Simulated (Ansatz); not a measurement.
BaTiO3, space group P4mm, an optical spectrum

Computed with the Ansatz DFT code, driven from Python.

`batio3.vasp`
```text
BaTiO3
1.0
   3.99980000    0.00000000    0.00000000
   0.00000000    3.99980000    0.00000000
   0.00000000    0.00000000    4.01800000
Ba Ti O
1 1 3
Direct
   0.00000000    0.00000000    0.00000000
   0.50000000    0.50000000    0.49000000
   0.50000000    0.50000000    0.01900000
   0.50000000    0.00000000    0.51700000
   0.00000000    0.50000000    0.51700000
```

Script `optics_batio3.py`:
```python
'''Dielectric function of BaTiO3 against photon energy.'''

import argparse
import warnings

import ansatz
from ase.io import read
import numpy as np

parser = argparse.ArgumentParser(description='Dielectric function of BaTiO3 against photon energy.')
parser.add_argument('--dispersion', required=True, help='dispersion correction')
args = parser.parse_args()


def main() -> None:
    warnings.simplefilter('ignore', ansatz.DeckWarning)

    atoms = read('batio3.vasp', format='vasp')
    crystal = ansatz.Crystal.from_ase(atoms)

    setup = (
        crystal.calculation()
        .functional(ansatz.Functional.PBE, dispersion=args.dispersion)
        .kpoints(6)  # sampling of the Brillouin zone
        .pseudopotentials('paw')
        .occupations(ansatz.OccupationsMethod.FIXED)  # whole-number filling, right only where there is a gap
        .optics(energy_step=0.05, nscf_kmesh=(6, 6, 6))
    )
    done = setup.run()
    spectra = done.optics()
    energy, filling = np.asarray(spectra.photon_energy_ev), spectra.band_filling
    gapped = filling.kind == 'insulating'
    eps1 = np.asarray(filling.eps1 if gapped else filling.eps1_interband)[:3].mean(axis=0)
    eps2 = np.asarray(filling.eps2 if gapped else filling.eps2_interband)[:3].mean(axis=0)
    print('filling:', filling.kind, '- valid up to', round(spectra.valid_up_to_ev, 2), 'eV,', spectra.n_bands, 'bands')
    top = min(10, spectra.valid_up_to_ev)
    # mean of xx, yy and zz; between bands only where the bands are partly filled
    print('E (eV)    eps1      eps2')
    for e in np.arange(0.5, top + 0.01, 0.5):
        print(f'{e:5.1f} {np.interp(e, energy, eps1):9.3f} {np.interp(e, energy, eps2):9.3f}')
    if gapped:
        print('eps_inf, bands beyond those summed included:', np.round(filling.eps_inf[:3], 3))
    print('f-sum electrons:', np.round(filling.get('f_sum_n_eff'), 3))


if __name__ == '__main__':
    main()
```

```console
$ python optics_batio3.py --dispersion D4
filling: insulating - valid up to 4.07 eV, 25 bands
E (eV)    eps1      eps2
  0.5     4.701     0.000
  1.0     4.889     0.000
  1.5     5.279     0.000
  2.0     6.215     0.026
  2.5     7.575     1.687
  3.0     7.215     3.656
  3.5     7.150     6.009
  4.0     4.942     9.096
eps_inf, bands beyond those summed included: [6.681 6.681 6.463]
f-sum electrons: [7.38  7.38  7.359]
```

What to keep in mind:
- The run is spin-unpolarised.
- Of the deposited cell: the entry's cell lengths or inner coordinates differ somewhat from later room-temperature determinations.
- Averages over directions belong to no single polarisation, least of all in layered crystals.
- The starting cell is as deposited in a crystallographic database; the results hold for this polymorph, which needn't be the stable one.
- Independent-particle spectra on Kohn-Sham bands hold no excitons, and semilocal gaps are too small.
- Run time: 82 s on 1 thread of Arm Neoverse V1, with other jobs on the host, peak memory 0.82 GiB.
